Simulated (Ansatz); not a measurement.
**Sb2Au3: what a guessed cell relaxes into**

The task: take a trial cell of Sb2Au3 to zero force and stress.

Computed with Ansatz 0.2.0 (DFT PBE, scalar-relativistic, plane waves, PAW, unless a step's input says otherwise).

### 1 The system as given

Symmetry: R-3m, No. 166, trigonal system. Conventional cell: a = 7.754 Å, b = 7.754 Å, c = 9.266 Å, α = 90.00°, β = 90.00°, γ = 120.00°. Sb (site symmetry 3m) has 3 Au at 2.24 Å as nearest neighbours. Au (site symmetry 2/m) is surrounded by 2 Sb at 2.24 Å.

Structure file:

```cif
data_structure
_symmetry_space_group_name_H-M 'P 1'
_symmetry_Int_Tables_number 1
_cell_length_a 5.4386
_cell_length_b 5.4386
_cell_length_c 5.4386
_cell_angle_alpha 90.931
_cell_angle_beta 90.931
_cell_angle_gamma 90.931
_cell_volume 160.80
loop_
_atom_site_label
_atom_site_type_symbol
_atom_site_fract_x
_atom_site_fract_y
_atom_site_fract_z
_atom_site_occupancy
Sb1 Sb 0.81876 0.81876 0.81876 1
Sb2 Sb 0.18124 0.18124 0.18124 1
Au1 Au 0.00000 0.50000 0.00000 1
Au2 Au 0.00000 0.00000 0.50000 1
Au3 Au 0.50000 0.00000 0.00000 1
```

A structure generator made this guess: species swapped into a database cell of Br2Cl3 (R-3m, No. 166), with Sb on the Br sites and Au on the Cl sites. Lengths come from tabulated atomic sizes and are only a guess.

### 2 Probe: one point on a coarse mesh

The input, input.yaml:

```yaml
crystal:
  lattice:
    - [3.87681524, 2.23828032, 3.0885642]
    - [-3.87681524, 2.23828032, 3.0885642]
    - [0.0, -4.47656065, 3.0885642]
  atoms:
    - { symbol: Sb, position: [0.81875676, 0.81875676, 0.81875676] }
    - { symbol: Sb, position: [0.18124324, 0.18124324, 0.18124324] }
    - { symbol: Au, position: [0.0, 0.5, 0.0] }
    - { symbol: Au, position: [0.0, 0.0, 0.5] }
    - { symbol: Au, position: [0.5, 0.0, 0.0] }
basis:
  ecutwfc: 420
kpoints:
  mp_grid: { grid: [3, 3, 3] }
hamiltonian:
  xc: pbe
scf:
  occupations: { method: gaussian, width: 0.1 }
  lower_state_search: "off"
output:
  forces: true
  stress: true
  eigenvalues: true
```

Launch:

```
$ ansatz run input.yaml --threads 1 --pin off --max-ram 2560MiB --backend cpu --events-out ev --progress --plain --runs-dir out
```

The session goes on with these runs: a loose first relaxation; final relaxation.

**Question.** What will these runs give? Wanted: conventional cell; volume; energy over the elements; gap on the mesh.

**Answer**, as computed:

```
                              quantity                                                                       value
symmetry at the end (tolerance 0.05 Å)                                                  space group R-3m (No. 166)
                     conventional cell  a = 8.681 Å, b = 8.681 Å, c = 6.501 Å, α = 90.00°, β = 90.00°, γ = 120.00°
                                volume                                                               28.29 Å³/atom
              energy over the elements                                                               +0.13 eV/atom
                       gap on the mesh                                                                none (metal)
```

What this shows: The space group R-3m (No. 166) is kept, and the volume per atom shrinks by 12.0 % from the first guess. The formation energy is positive, so the separate elements lie lower. No finished test with a distortion of lower symmetry is shown, so the end may be a saddle point. Spin-orbit coupling is left out for Au, Sb.
